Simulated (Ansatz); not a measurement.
# LiMg3 and its free atoms: a cohesive energy from free atoms

Program: the Ansatz DFT code, driven from Python.

At the Python prompt:
```pycon
>>> from collections import Counter
>>> import warnings
>>> import ansatz as az
>>> PHASES = {
...     "LiMg3": (
...         [(4.41107, 0.0, 0.0), (0.0, 4.41107, 0.0), (0.0, 0.0, 4.41107)],
...         [
...             ("Li", (0.0, 0.0, 0.0)),
...             ("Mg", (0.5, 0.5, 0.0)),
...             ("Mg", (0.5, 0.0, 0.5)),
...             ("Mg", (0.0, 0.5, 0.5)),
...         ],
...     ),
... }
>>> def build(vectors, sites):
...     crystal = az.Crystal(lattice=az.Lattice.of(vectors))
...     for symbol, position in sites:
...         crystal = crystal.atom(symbol, position)
...     return crystal
...
>>> def counts(outcome):
...     return Counter(site.symbol for site in outcome.lattice.sites)
...
>>> UNPAIRED = {"Li": 1, "Mg": 0}  # unpaired electrons of the free atoms
>>> def ground_state(name, crystal):
...     calc = (
...         crystal.calculation()
...         .functional("PBEsol")
...         .basis(460)  # plane waves up to this kinetic energy
...         .kpoints(spacing=0.16)  # sampling of the Brillouin zone
...         .occupations("fermi_dirac", width=0.02)
...     )
...     if name.endswith(" atom"):
...         calc = calc.kpoints(1, 1, 1).occupations("fermi_dirac", width=0.01)
...         if UNPAIRED[name.split()[0]]:
...             calc = calc.spin("collinear")
...         return calc.run()
...     calc = calc.relax(force_tolerance=0.01, cell=True)
...     return calc.run()
...
>>> warnings.simplefilter("ignore", az.DeckWarning)
>>> phases = {name: build(*cell) for name, cell in PHASES.items()}
>>> # a box with unlike edges lets an open shell break the spherical symmetry
>>> for element, moment in UNPAIRED.items():
...     phases[f"{element} atom"] = az.Lattice.orthorhombic(9.0, 9.5, 10.0).atom(element, (0.5, 0.5, 0.5), moment=moment or None)
...
>>> done = {name: ground_state(name, crystal) for name, crystal in phases.items()}
>>> print({element: round(done[f"{element} atom"].report["magnetization_mub"], 2) for element in UNPAIRED}, "muB on the free atoms")
{'Li': 1.0, 'Mg': 0.0} muB on the free atoms
>>> solid = done["LiMg3"]
>>> n = counts(solid)
>>> binding = (sum(k * done[f"{e} atom"].report["energy_sigma0_ev"] for e, k in n.items()) - solid.report["energy_sigma0_ev"]) / sum(n.values())
>>> print(f"cohesive energy {binding:.3f} eV/atom = {96.4853 * binding:.0f} kJ/mol of atoms (no zero-point energy)")
cohesive energy 1.705 eV/atom = 164 kJ/mol of atoms (no zero-point energy)
```

Notes:
- Other magnetic orders than the one started from may lie lower.
- For the metals among these phases the mesh is modest: differences between phases can be off by up to 40 meV an atom.
- The cells come from databases of deposited and of computed structures, and not all need be stable phases.
- Free atoms in a box carry small image and symmetry errors, and spin-orbit coupling is left out.
- It ran for 20 s on 1 thread of Arm Neoverse V2, with other jobs on the host, peak memory 0.74 GiB.
